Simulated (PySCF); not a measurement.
**C10H17S2+: NMR shifts at several levels of theory**

Aim: compute the NMR shifts of C10H17S2+ (`CC1=C/C(=[S+]/CCCS)CCC1`) at several levels, and see how far they spread and what each costs.

Computed with PySCF 2.14.0, with density-fitted response routines of our own, on a single molecule in the gas phase. Atoms count from 0, in the outputs and in this text.

## (1) The molecule as given

29 atoms, charge 1, multiplicity 1; geometry from: GFN2-xTB.

Bonds of the start (Å): C0–C1 1.47, C1–C2 1.37, C2–C3 1.40, C3–S4 1.70, S4–C5 1.83, C5–C6 1.52, C6–C7 1.52, C7–S8 1.83, C3–C9 1.48, C9–C10 1.53, C10–C11 1.52, C11–C1 1.49, C0–H12 1.09, C0–H13 1.09, C0–H14 1.09, C2–H15 1.08, C5–H16 1.09, C5–H17 1.09, C6–H18 1.09, C6–H19 1.09, C7–H20 1.09, C7–H21 1.09, S8–H22 1.33, C9–H23 1.10, C9–H24 1.09, C10–H25 1.09, C10–H26 1.09, C11–H27 1.09, C11–H28 1.10.

## (2) Optimising the geometry at PBE0-D3(BJ)/def2-SVP

The job: settings as JSON, then the geometry in Å.

```
{"job": {"xc": "PBE0", "basis": "def2-SVP", "d3": "d3bj", "grid": 1, "kind": "geom"}, "charge": 1, "multiplicity": 1}
C     -3.661080    -0.629730     2.180950
C     -2.704130    -0.510530     1.067610
C     -1.783800     0.500000     1.012210
C     -0.809040     0.579610     0.004300
S      0.392850     1.750340     0.249140
C      1.675360     1.522060    -1.039160
C      3.026790     1.205890    -0.408240
C      3.026620    -0.076480     0.413470
S      2.404880    -1.533620    -0.503580
C     -0.849290    -0.345630    -1.149940
C     -2.233570    -0.971420    -1.320260
C     -2.726840    -1.546930     0.002870
H     -3.656510    -1.643850     2.580990
H     -3.462680     0.080280     2.978540
H     -4.671770    -0.458180     1.803920
H     -1.747410     1.233420     1.805700
H      1.725380     2.464460    -1.583820
H      1.374570     0.719450    -1.705990
H      3.752960     1.126240    -1.220920
H      3.342330     2.025600     0.240470
H      4.030810    -0.305780     0.765540
H      2.366710     0.010860     1.277250
H      3.412770    -1.633450    -1.363120
H     -0.098230    -1.132570    -0.983260
H     -0.574080     0.168140    -2.073180
H     -2.935750    -0.208050    -1.662240
H     -2.187610    -1.751740    -2.078800
H     -3.727560    -1.966800    -0.104350
H     -2.069370    -2.367250     0.316110
```

Standard output:

```text
step   0  E = -1186.19488833  max force = 0.015412
step   1  E = -1186.19737695  max force = 0.008885
step   2  E = -1186.19777467  max force = 0.004976
step   3  E = -1186.19862049  max force = 0.001821
step   4  E = -1186.19876251  max force = 0.002660
step   5  E = -1186.19889949  max force = 0.001077
step   6  E = -1186.19893827  max force = 0.001183
step   7  E = -1186.19897945  max force = 0.000774
step   8  E = -1186.19900064  max force = 0.000229
step   9  E = -1186.19900186  max force = 0.000215
optimisation converged
```

Wall time 5.9 min (8 threads of Arm Neoverse V2, shared host).

The steps of the relaxation:

| step | energy from step 0 (eV) | largest force component (eV/Å) |
| --- | --- | --- |
| 0 | 0.0000 | 0.7925 |
| 1 | -0.0677 | 0.4569 |
| 2 | -0.0785 | 0.2559 |
| 3 | -0.1016 | 0.0936 |
| 4 | -0.1054 | 0.1368 |
| 5 | -0.1091 | 0.0554 |
| 6 | -0.1102 | 0.0608 |
| 7 | -0.1113 | 0.0398 |
| 8 | -0.1119 | 0.0118 |
| 9 | -0.1119 | 0.0111 |

Close pairs (by a distance rule), those that changed most:

| bond | before (Å) | after (Å) | change (Å) |
| --- | --- | --- | --- |
| S8–H22 | 1.328 | 1.352 | +0.023 |
| C0–H12 | 1.090 | 1.103 | +0.013 |
| C0–H14 | 1.092 | 1.105 | +0.013 |
| C2–H15 | 1.081 | 1.094 | +0.013 |
| C11–H28 | 1.097 | 1.109 | +0.012 |
| S4–C5 | 1.832 | 1.820 | -0.012 |
| C7–H21 | 1.091 | 1.102 | +0.011 |
| C2–C3 | 1.404 | 1.416 | +0.011 |

The final coordinates are the input of the step that follows.

| at the end point | value |
| --- | --- |
| point group (found at 0.08 Å tolerance) | C1 |
| rotational constants (GHz, main isotopes) | 1.156, 0.387, 0.353 |

## (3) Shielding tensors: PBE0/pcSseg-1

The job: settings as JSON, then the geometry in Å.

```
{"job": {"kind": "nmr", "xc": "PBE0", "basis": "pcSseg-1", "pop": false}, "charge": 1, "multiplicity": 1}
C     -3.691603    -0.661673     2.189396
C     -2.749876    -0.521524     1.057146
C     -1.783943     0.457085     1.052430
C     -0.807562     0.527735     0.029906
S      0.439285     1.627562     0.313073
C      1.659920     1.450382    -1.025472
C      3.056668     1.237993    -0.455471
C      3.213510     0.009691     0.430996
S      2.547838    -1.544882    -0.242152
C     -0.884446    -0.364826    -1.157839
C     -2.276208    -0.946494    -1.359815
C     -2.846760    -1.497417    -0.065015
H     -3.712569    -1.706536     2.541621
H     -3.461479     0.005126     3.029317
H     -4.715656    -0.448238     1.833763
H     -1.708431     1.143039     1.900856
H      1.606572     2.373563    -1.621073
H      1.372444     0.596371    -1.649999
H      3.735842     1.169124    -1.321849
H      3.381803     2.126301     0.111943
H      4.270596    -0.132426     0.696756
H      2.669088     0.138841     1.380038
H      3.369506    -1.640384    -1.311080
H     -0.119488    -1.154060    -0.994911
H     -0.556906     0.174719    -2.058508
H     -2.945514    -0.157848    -1.740463
H     -2.238578    -1.729258    -2.129735
H     -3.891834    -1.821292    -0.188335
H     -2.298910    -2.406335     0.256684
```

With the program's defaults for keys left out, this is: GIAO PBE0/pcSseg-1 NMR shielding, non-relativistic, gas phase.

Standard output:

```text
coarse grid: 24648 points
cycle   1  E = -1186.4707114081  dE =  1.720e+00  |g| = 4.316e-01  |ddm| = 4.981e+00
cycle   2  E = -1186.4552858322  dE =  1.543e-02  |g| = 5.045e-01  |ddm| = 1.005e+00
cycle   3  E = -1186.5170299639  dE = -6.174e-02  |g| = 1.179e-01  |ddm| = 5.824e-01
cycle   4  E = -1186.5201777543  dE = -3.148e-03  |g| = 5.214e-02  |ddm| = 1.672e-01
cycle   5  E = -1186.5208429501  dE = -6.652e-04  |g| = 1.115e-02  |ddm| = 5.267e-02
cycle   6  E = -1186.5208715360  dE = -2.859e-05  |g| = 4.027e-03  |ddm| = 1.507e-02
cycle   7  E = -1186.5208751995  dE = -3.664e-06  |g| = 1.405e-03  |ddm| = 5.571e-03
final grid: 226896 points
cycle   8  E = -1186.5992929482  dE = -6.542e-05  |g| = 1.404e-02  |ddm| = 6.231e-02
cycle   9  E = -1186.5992085372  dE =  8.441e-05  |g| = 2.217e-02  |ddm| = 3.939e-02
cycle  10  E = -1186.5993434408  dE = -1.349e-04  |g| = 3.123e-03  |ddm| = 2.772e-02
cycle  11  E = -1186.5993461261  dE = -2.685e-06  |g| = 4.476e-04  |ddm| = 3.787e-03
cycle  12  E = -1186.5993461738  dE = -4.777e-08  |g| = 1.778e-04  |ddm| = 7.575e-04
cycle  13  E = -1186.5993461812  dE = -7.414e-09  |g| = 6.409e-05  |ddm| = 2.369e-04
cycle  14  E = -1186.5993461822  dE = -9.481e-10  |g| = 2.472e-05  |ddm| = 8.840e-05
converged SCF energy = -1186.5993461822

GIAO shielding tensors (ppm)
atom      isotropic    diamagn.    paramagn.     s11        s22        s33       span
  0 C      152.275     242.953     -90.678    132.171    144.787    179.867     47.696
  1 C      -22.411     264.570    -286.981   -126.362   -103.969    163.098    289.460
  2 C       47.969     256.134    -208.165    -47.845     51.816    139.935    187.781
  3 C      -45.189     267.385    -312.574   -169.549   -112.979    146.961    316.511
  4 S      227.140    1060.728    -833.588    -14.824    293.540    402.704    417.528
  5 C      146.847     257.533    -110.686    115.194    151.528    173.819     58.624
  6 C      153.558     248.602     -95.044    138.491    156.012    166.172     27.681
  7 C      156.243     252.220     -95.977    135.949    160.998    171.782     35.833
  8 S      610.811    1058.042    -447.232    491.351    516.902    824.179    332.829
  9 C      147.791     250.417    -102.626    125.919    152.944    164.512     38.593
 10 C      162.989     246.444     -83.455    153.291    166.473    169.202     15.910
 11 C      148.916     250.234    -101.318    131.569    154.200    160.980     29.410
 12 H       28.454      24.666       3.787     24.592     27.129     33.640      9.048
 13 H       28.698      26.777       1.921     24.169     27.814     34.111      9.942
 14 H       28.379      22.974       5.405     24.625     26.476     34.036      9.411
 15 H       23.928      34.458     -10.530     20.821     21.685     29.278      8.458
 16 H       27.873      31.111      -3.238     22.080     26.606     34.933     12.854
 17 H       26.967      34.365      -7.397     23.828     27.100     29.974      6.146
 18 H       29.396      28.691       0.706     24.335     27.078     36.775     12.439
 19 H       28.921      29.124      -0.204     23.625     26.905     36.232     12.607
 20 H       28.090      27.300       0.790     20.803     26.858     36.609     15.806
 21 H       29.193      31.891      -2.697     24.914     27.595     35.071     10.158
 22 H       29.580      30.807      -1.228     22.603     26.418     39.718     17.115
 23 H       26.973      31.390      -4.417     19.596     26.131     35.192     15.596
 24 H       27.985      32.492      -4.507     21.981     29.352     32.624     10.643
 25 H       29.438      29.855      -0.416     24.306     28.232     35.777     11.472
 26 H       29.077      28.284       0.793     23.469     27.657     36.104     12.635
 27 H       28.426      28.241       0.184     23.261     27.956     34.060     10.799
 28 H       28.690      30.246      -1.556     24.777     27.755     33.538      8.762
```

It took 93 s on 8 threads of Arm Neoverse V2, shared host.

Shifts follow as δ = σ(reference) − σ, with reference shieldings (ppm) from runs at the same level and on the same kind of geometry: ¹H TMS 31.27, ¹³C TMS 184.4, ³³S CS2 496. The references are single molecules in the gas phase. Atoms listed in one row are averaged.

| atoms | environment | σ (ppm) | δ (ppm) |
| --- | --- | --- | --- |
| C3 | carbon double-bonded to a heavier main-group atom | -45.2 | 229.6 |
| C1 | fully substituted alkene carbon | -22.4 | 206.8 |
| C2 | alkene CH | 48.0 | 136.4 |
| C5 | sp3 CH2 bonded to S | 146.8 | 37.6 |
| C9 | sp3 CH2 in a ring | 147.8 | 36.6 |
| C11 | allylic sp3 CH2 | 148.9 | 35.5 |
| C0 | allylic methyl carbon | 152.3 | 32.1 |
| C6 | sp3 CH2 | 153.6 | 30.8 |
| C7 | sp3 CH2 bonded to S | 156.2 | 28.2 |
| C10 | sp3 CH2 in a ring | 163.0 | 21.4 |
| H15 | hydrogen on an alkene CH | 23.93 | 7.34 |
| H16, H17 | hydrogen on an sp3 CH2 bonded to S | 27.42 | 3.85 |
| H23, H24 | hydrogen on an sp3 CH2 in a ring | 27.48 | 3.79 |
| H12, H13, H14 | hydrogen on an allylic methyl carbon | 28.51 | 2.76 |
| H27, H28 | hydrogen on an allylic sp3 CH2 | 28.56 | 2.71 |
| H20, H21 | hydrogen on an sp3 CH2 bonded to S | 28.64 | 2.63 |
| H18, H19 | hydrogen on an sp3 CH2 | 29.16 | 2.11 |
| H25, H26 | hydrogen on an sp3 CH2 in a ring | 29.26 | 2.01 |
| H22 | hydrogen on a thiol sulfur | 29.58 | 1.69 |
| S4 | sulfur bonded to 2 C | 227 | 269 |
| S8 | thiol sulfur | 611 | -115 |

Ring of atoms C1, C2, C3, C9, C10, C11: NICS(0) 1.8, NICS(1) -2.3, NICS(1)zz 1.8 ppm (means of both faces). The ring holds saturated atoms, so no π current runs round it: these values come from its σ bonds, any local π bonds and neighbouring rings, and say nothing of aromaticity.

## (4) Nuclear shieldings: PBE/pcSseg-1

Settings changed since step 3:

```diff
@@ -1,2 +1,2 @@
-{"job": {"kind": "nmr", "xc": "PBE0", "basis": "pcSseg-1", "pop": false}, "charge": 1, "multiplicity": 1}
+{"job": {"kind": "nmr", "xc": "PBE", "basis": "pcSseg-1", "pop": false}, "charge": 1, "multiplicity": 1}
 C     -3.691603    -0.661673     2.189396
```

Method: GIAO PBE/pcSseg-1 NMR shielding, non-relativistic, gas phase.

Standard output:

```text
coarse grid: 24648 points
cycle   1  E = -1186.2676643701  dE =  1.295e+00  |g| = 6.485e-01  |ddm| = 5.091e+00
cycle   2  E = -1186.0155773355  dE =  2.521e-01  |g| = 1.127e+00  |ddm| = 1.758e+00
cycle   3  E = -1186.3343273097  dE = -3.187e-01  |g| = 3.731e-01  |ddm| = 1.523e+00
cycle   4  E = -1186.3772900723  dE = -4.296e-02  |g| = 1.044e-01  |ddm| = 5.346e-01
cycle   5  E = -1186.3795886338  dE = -2.299e-03  |g| = 5.035e-02  |ddm| = 1.473e-01
cycle   6  E = -1186.3801605990  dE = -5.720e-04  |g| = 2.172e-02  |ddm| = 7.432e-02
cycle   7  E = -1186.3802766260  dE = -1.160e-04  |g| = 8.216e-03  |ddm| = 3.146e-02
cycle   8  E = -1186.3802936738  dE = -1.705e-05  |g| = 1.660e-03  |ddm| = 9.059e-03
cycle   9  E = -1186.3802943817  dE = -7.079e-07  |g| = 4.932e-04  |ddm| = 2.795e-03
final grid: 226896 points
cycle  10  E = -1186.4867191448  dE = -6.385e-05  |g| = 2.140e-02  |ddm| = 8.694e-02
cycle  11  E = -1186.4861406428  dE =  5.785e-04  |g| = 4.820e-02  |ddm| = 7.369e-02
cycle  12  E = -1186.4867880015  dE = -6.474e-04  |g| = 1.282e-02  |ddm| = 6.791e-02
cycle  13  E = -1186.4868421985  dE = -5.420e-05  |g| = 1.773e-03  |ddm| = 1.652e-02
cycle  14  E = -1186.4868429646  dE = -7.661e-07  |g| = 6.803e-04  |ddm| = 2.726e-03
cycle  15  E = -1186.4868430763  dE = -1.117e-07  |g| = 2.696e-04  |ddm| = 9.241e-04
cycle  16  E = -1186.4868430960  dE = -1.967e-08  |g| = 6.176e-05  |ddm| = 3.670e-04
cycle  17  E = -1186.4868430969  dE = -9.104e-10  |g| = 1.816e-05  |ddm| = 7.656e-05
converged SCF energy = -1186.4868430969

GIAO shielding tensors (ppm)
atom      isotropic    diamagn.    paramagn.     s11        s22        s33       span
  0 C      146.436     243.992     -97.556    125.959    138.899    174.449     48.491
  1 C      -19.899     263.789    -283.689   -115.692   -100.782    156.776    272.468
  2 C       43.169     255.695    -212.526    -49.211     45.179    133.538    182.749
  3 C      -37.500     267.670    -305.170   -153.112    -98.504    139.115    292.226
  4 S      188.890    1061.370    -872.480    -16.345    210.964    372.051    388.396
  5 C      139.751     258.323    -118.572    104.942    145.397    168.914     63.971
  6 C      145.397     249.207    -103.810    127.081    149.020    160.091     33.010
  7 C      148.362     252.728    -104.367    126.807    153.407    164.871     38.064
  8 S      576.686    1058.533    -481.847    464.836    477.607    787.615    322.778
  9 C      141.413     251.474    -110.062    119.113    146.118    159.006     39.893
 10 C      157.012     247.214     -90.202    146.265    160.980    163.792     17.526
 11 C      142.674     251.493    -108.819    124.831    148.162    155.030     30.198
 12 H       28.372      24.837       3.535     24.725     27.137     33.253      8.528
 13 H       28.705      27.374       1.331     24.499     27.827     33.789      9.290
 14 H       28.289      22.821       5.468     24.724     26.494     33.648      8.924
 15 H       23.941      34.790     -10.849     20.939     21.734     29.150      8.211
 16 H       27.733      30.965      -3.232     22.241     26.725     34.232     11.992
 17 H       26.682      35.039      -8.357     23.745     27.009     29.291      5.546
 18 H       29.226      28.504       0.722     24.319     27.139     36.220     11.901
 19 H       28.659      29.035      -0.376     23.572     26.906     35.499     11.928
 20 H       27.903      26.982       0.920     20.787     26.919     36.003     15.216
 21 H       29.056      32.472      -3.416     24.865     27.624     34.680      9.814
 22 H       29.542      30.820      -1.279     22.782     26.600     39.242     16.460
 23 H       26.738      32.257      -5.519     19.591     25.849     34.775     15.184
 24 H       27.842      32.753      -4.911     22.144     29.118     32.264     10.121
 25 H       29.311      29.940      -0.629     24.339     28.277     35.318     10.979
 26 H       28.973      28.181       0.791     23.587     27.777     35.554     11.967
 27 H       28.321      27.646       0.676     23.482     28.010     33.473      9.991
 28 H       28.549      30.813      -2.264     24.859     27.689     33.099      8.240
```

Run time: 60 s. Hardware: 8 threads of Arm Neoverse V2, shared host.

Key values: δ C3 217.5, C1 199.9, C2 136.9, C5 40.3, H15 7.26, H16 3.99 ppm (means over like atoms).

## (5) Shielding tensors: wB97X-D/pcSseg-1

Settings changed since step 4:

```diff
@@ -1,2 +1,2 @@
-{"job": {"kind": "nmr", "xc": "PBE", "basis": "pcSseg-1", "pop": false}, "charge": 1, "multiplicity": 1}
+{"job": {"kind": "nmr", "xc": "wB97X-D", "basis": "pcSseg-1", "pop": false}, "charge": 1, "multiplicity": 1}
 C     -3.691603    -0.661673     2.189396
```

Level: GIAO wB97X-D/pcSseg-1 NMR shielding, non-relativistic, gas phase.

Standard output:

```text
coarse grid: 24648 points
cycle   1  E = -1187.0643354145  dE =  2.261e+00  |g| = 4.444e-01  |ddm| = 4.905e+00
cycle   2  E = -1187.0955892871  dE = -3.125e-02  |g| = 3.740e-01  |ddm| = 1.022e+00
cycle   3  E = -1187.1278946617  dE = -3.231e-02  |g| = 7.318e-02  |ddm| = 4.152e-01
cycle   4  E = -1187.1291226702  dE = -1.228e-03  |g| = 3.645e-02  |ddm| = 1.243e-01
cycle   5  E = -1187.1294514215  dE = -3.288e-04  |g| = 6.911e-03  |ddm| = 4.463e-02
cycle   6  E = -1187.1294655566  dE = -1.414e-05  |g| = 2.341e-03  |ddm| = 1.166e-02
cycle   7  E = -1187.1294674548  dE = -1.898e-06  |g| = 7.092e-04  |ddm| = 4.206e-03
final grid: 226896 points
cycle   8  E = -1187.2119140516  dE = -3.691e-04  |g| = 5.674e-03  |ddm| = 6.857e-02
cycle   9  E = -1187.2119200988  dE = -6.047e-06  |g| = 3.275e-03  |ddm| = 1.089e-02
cycle  10  E = -1187.2119222949  dE = -2.196e-06  |g| = 9.566e-04  |ddm| = 3.567e-03
cycle  11  E = -1187.2119225657  dE = -2.708e-07  |g| = 3.325e-04  |ddm| = 1.447e-03
cycle  12  E = -1187.2119225962  dE = -3.045e-08  |g| = 1.175e-04  |ddm| = 4.729e-04
cycle  13  E = -1187.2119226013  dE = -5.101e-09  |g| = 3.688e-05  |ddm| = 2.206e-04
cycle  14  E = -1187.2119226021  dE = -8.681e-10  |g| = 1.549e-05  |ddm| = 1.007e-04
converged SCF energy = -1187.2119226021

GIAO shielding tensors (ppm)
atom      isotropic    diamagn.    paramagn.     s11        s22        s33       span
  0 C      153.232     242.421     -89.189    134.040    144.953    180.703     46.663
  1 C      -26.678     265.009    -291.688   -136.379   -107.382    163.726    300.105
  2 C       49.773     257.280    -207.507    -46.699     55.828    140.189    186.888
  3 C      -53.754     267.734    -321.488   -184.396   -125.010    148.145    332.541
  4 S      239.268    1061.332    -822.065    -22.085    337.541    402.347    424.432
  5 C      148.046     257.403    -109.357    118.640    151.480    174.018     55.378
  6 C      154.867     248.425     -93.558    140.997    156.810    166.795     25.798
  7 C      157.831     252.091     -94.260    138.410    162.225    172.858     34.448
  8 S      611.368    1058.397    -447.028    486.693    518.598    828.814    342.121
  9 C      148.125     250.702    -102.578    126.740    153.667    163.968     37.228
 10 C      163.370     246.241     -82.871    153.927    166.752    169.430     15.503
 11 C      149.639     250.266    -100.627    133.031    154.157    161.730     28.699
 12 H       28.602      24.699       3.904     24.720     27.303     33.784      9.064
 13 H       28.807      26.706       2.100     24.208     27.977     34.236     10.028
 14 H       28.535      22.975       5.560     24.773     26.667     34.164      9.391
 15 H       24.082      34.630     -10.548     20.936     21.867     29.442      8.506
 16 H       28.057      31.223      -3.165     22.251     26.752     35.169     12.918
 17 H       27.246      34.821      -7.575     24.074     27.315     30.351      6.277
 18 H       29.571      28.712       0.860     24.521     27.241     36.952     12.431
 19 H       29.154      29.170      -0.015     23.844     27.103     36.516     12.672
 20 H       28.295      27.231       1.064     21.056     27.013     36.816     15.760
 21 H       29.361      32.292      -2.932     25.098     27.745     35.239     10.141
 22 H       29.707      30.978      -1.271     22.725     26.586     39.811     17.086
 23 H       27.163      31.879      -4.716     19.812     26.350     35.326     15.514
 24 H       28.142      32.813      -4.671     22.110     29.474     32.842     10.732
 25 H       29.606      29.931      -0.325     24.473     28.406     35.938     11.465
 26 H       29.235      28.381       0.854     23.633     27.791     36.280     12.647
 27 H       28.589      28.156       0.432     23.382     28.097     34.286     10.904
 28 H       28.858      30.532      -1.674     24.925     27.950     33.700      8.774
```

Run time: 2.2 min. Hardware: 8 threads of Arm Neoverse V2, shared host.

This run: δ C3 238.3, C1 211.2, C2 134.8, C5 36.5, H15 7.30, H16 3.73 ppm (means over like atoms).

(Part 1 of 2 ends here.)
